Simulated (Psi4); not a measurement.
**BrF (bromine fluoride) at CCSD(T)/aug-cc-pVDZ (sweep point 7)**

What is the energy change on altering one bond length of BrF (bromine fluoride) at CCSD(T)/aug-cc-pVDZ (sweep point 7)? 

The calculation is run with Psi4 1.11.

**1. The structure to begin with**

BrF has 2 atoms, charge 0, and is taken as a singlet. As SMILES, `FBr`. Geometry: relaxed at GFN2-xTB.

Bond lengths: F1–Br2 1.800 Å.

**2. The energy at CCSD(T)/aug-cc-pVDZ (sweep point 7)**

Contents of calc.py:

```python
import psi4

psi4.set_memory(1600000000)
psi4.set_num_threads(1)
psi4.core.set_output_file('run.log', False)

molecule = psi4.geometry("""
0 1
F      0.00000000     0.00000000     0.00000000
Br     0.00000000     0.00000000     3.40139364
units bohr
symmetry c1
""")

psi4.set_options({
    'basis': 'aug-cc-pVDZ',
    'puream': True,
    'scf_type': 'pk',
    'num_frozen_docc': 10,
})

E = psi4.energy("ccsd(t)", molecule=molecule)
print(f'ccsd(t) energy: {E:.10f} Eh')
```

Launch:

```console
$ python calc.py
```

run.log, cut to the lines that bear on the results:

```text
[...]
  Running in c1 symmetry.
[...]
  Nuclear repulsion =   92.609098898650259
[...]
  Multiplicity = 1
[...]
  Nalpha       = 22
  Nbeta        = 22
[...]
    Number of basis functions: 59
[...]
   @RHF iter   1: -2671.70516240590678   -2.01513e+00   7.86227e-03 DIIS/ADIIS
[...]
   @RHF iter  10: -2671.76463406720677   -4.32010e-11   8.09284e-09 DIIS
[...]
    Orbital Energies [Eh]
    ---------------------
    Doubly Occupied:
       1A   -490.164211     2A    -65.297299     3A    -58.655328
       4A    -58.652209     5A    -58.652209     6A    -26.346401
       7A     -9.945371     8A     -7.561996     9A     -7.546353
      10A     -7.546353    11A     -3.301500    12A     -3.293998
      13A     -3.293998    14A     -3.274485    15A     -3.274485
      16A     -1.599513    17A     -1.037763    18A     -0.689030
      19A     -0.689030    20A     -0.657885    21A     -0.459438
      22A     -0.459438
[...]
  @RHF Final Energy: -2671.76463406720677
   => Energetics <=
    Nuclear Repulsion Energy =             92.6090988986502595
    One-Electron Energy =               -3903.9508804064462311
    Two-Electron Energy =                1139.5771474405892150
    Total Energy =                      -2671.7646340672067709
[...]
 Multipole Moments:
 ------------------------------------------------------------------------------------
     Multipole            Electronic (a.u.)      Nuclear  (a.u.)        Total (a.u.)
 ------------------------------------------------------------------------------------
 L = 1.  Multiply by 2.5417464519 to convert [e a0] to [Debye]
 Dipole X            :          0.0000000            0.0000000            0.0000000
 Dipole Y            :          0.0000000            0.0000000            0.0000000
 Dipole Z            :          2.2941878           -1.5743408            0.7198471
 Magnitude           :                                                    0.7198471
[...]
      * MP2 total energy                      = -2672.118605695282895
[...]
      * CCSD total energy                     = -2672.129836453273583
[...]
      * CCSD(T) total energy                  = -2672.140390267698876
```

Standard output:

```text
ccsd(t) energy: -2672.1403902677 Eh
```

Wall time 8.4 s (1 thread of Intel Xeon 6975P-C (Granite Rapids), shared host); peak memory 0.41 GiB.

**3. The distorted shape at the same level**

Contents of job.py:

```python
import psi4

psi4.set_memory(1600000000)
psi4.set_num_threads(1)
psi4.core.set_output_file('output.dat', False)

m = psi4.geometry("""
0 1
F      0.00000000     0.00000000    -2.72113003
Br     0.00000000     0.00000000     3.40139364
units au
symmetry c1
""")

psi4.set_options({
    'basis': 'aug-cc-pVDZ',
    'puream': True,
    'scf_type': 'pk',
    'num_frozen_docc': 10,
})

result = psi4.energy("ccsd(t)")
print(f'ccsd(t) energy: {result:.10f} Eh')
```

Launch:

```console
$ python job.py
```

output.dat, cut to the lines that bear on the results:

```text
[...]
  Running in c1 symmetry.
[...]
  Nuclear repulsion =   51.449372346812019
[...]
  Multiplicity = 1
[...]
  Nalpha       = 22
  Nbeta        = 22
[...]
    Number of basis functions: 59
[...]
   @RHF iter   1: -2671.38588614467517   -2.18944e+00   1.04680e-02 ADIIS/DIIS
[...]
   @RHF iter  12: -2671.55495236309389   -1.36424e-11   3.03229e-09 DIIS
[...]
    Orbital Energies [Eh]
    ---------------------
    Doubly Occupied:
       1A   -490.230357     2A    -65.362865     3A    -58.721165
       4A    -58.717526     5A    -58.717526     6A    -26.288701
       7A    -10.008701     8A     -7.626496     9A     -7.608339
      10A     -7.608339    11A     -3.365246    12A     -3.357814
      13A     -3.357814    14A     -3.335602    15A     -3.335602
      16A     -1.468737    17A     -1.079346    18A     -0.588240
      19A     -0.588240    20A     -0.526674    21A     -0.526674
      22A     -0.438378
[...]
  @RHF Final Energy: -2671.55495236309389
   => Energetics <=
    Nuclear Repulsion Energy =             51.4493723468120194
    One-Electron Energy =               -3820.2918815202533551
    Two-Electron Energy =                1097.2875568103470414
    Total Energy =                      -2671.5549523630943440
[...]
 Multipole Moments:
 ------------------------------------------------------------------------------------
     Multipole            Electronic (a.u.)      Nuclear  (a.u.)        Total (a.u.)
 ------------------------------------------------------------------------------------
 L = 1.  Multiply by 2.5417464519 to convert [e a0] to [Debye]
 Dipole X            :         -0.0000000            0.0000000           -0.0000000
 Dipole Y            :          0.0000000            0.0000000            0.0000000
 Dipole Z            :          5.1218805           -2.8338204            2.2880601
 Magnitude           :                                                    2.2880601
[...]
      * MP2 total energy                      = -2672.000478662612750
[...]
      * CCSD total energy                     = -2672.010441188073855
[...]
      * CCSD(T) total energy                  = -2672.075091078586865
```

On the terminal:

```text
ccsd(t) energy: -2672.0750910786 Eh
```

Run time: 11 s. Hardware: 1 thread of Intel Xeon 6975P-C (Granite Rapids), shared host; peak memory 0.41 GiB.

**4. What came out**

Level: CCSD(T)/aug-cc-pVDZ (sweep point 7), 10 core orbitals frozen.

| quantity | value |
| --- | --- |
| first shape: total energy | -2672.14039 Eh |
| first shape: HOMO energy (Hartree–Fock orbitals) | -12.50 eV |
| first shape: LUMO energy (Hartree–Fock orbitals) | 0.06 eV |
| first shape: HOMO–LUMO gap (Hartree–Fock orbitals) | 12.56 eV |
| first shape: correlation energy (10 core orbitals frozen) | -375.8 mEh |
| first shape: (T) correction | -10.55 mEh |
| first shape: T1 diagnostic | 0.011 |
| distorted shape: total energy | -2672.07509 Eh |
| distorted shape: HOMO energy (Hartree–Fock orbitals) | -11.93 eV |
| distorted shape: LUMO energy (Hartree–Fock orbitals) | -5.85 eV |
| distorted shape: HOMO–LUMO gap (Hartree–Fock orbitals) | 6.08 eV |
| distorted shape: correlation energy (10 core orbitals frozen) | -520.1 mEh |
| distorted shape: (T) correction | -64.65 mEh |
| distorted shape: T1 diagnostic | 0.059 |
| energy change with the F1–Br2 bond stretched from 1.800 to 3.240 Å | 1.777 eV |

**Reading.** One bond (distorted shape) is far stretched, which a spin-restricted single reference describes badly; perturbation theory on it can break down and give far too much correlation. With the F1–Br2 bond stretched from 1.800 to 3.240 Å the energy rises by 1.78 eV (41 kcal/mol). The first shape isn't relaxed at this level, so the change isn't measured from a minimum. A restricted reference can't describe the breaking bond well at this length. The triples (first shape) make up 2.8 % of the correlation energy. The T1 diagnostic (distorted shape) of 0.059 is above the customary mark for such species, so a single reference may not serve. The triples (distorted shape) make up 12.4 % of the correlation energy.
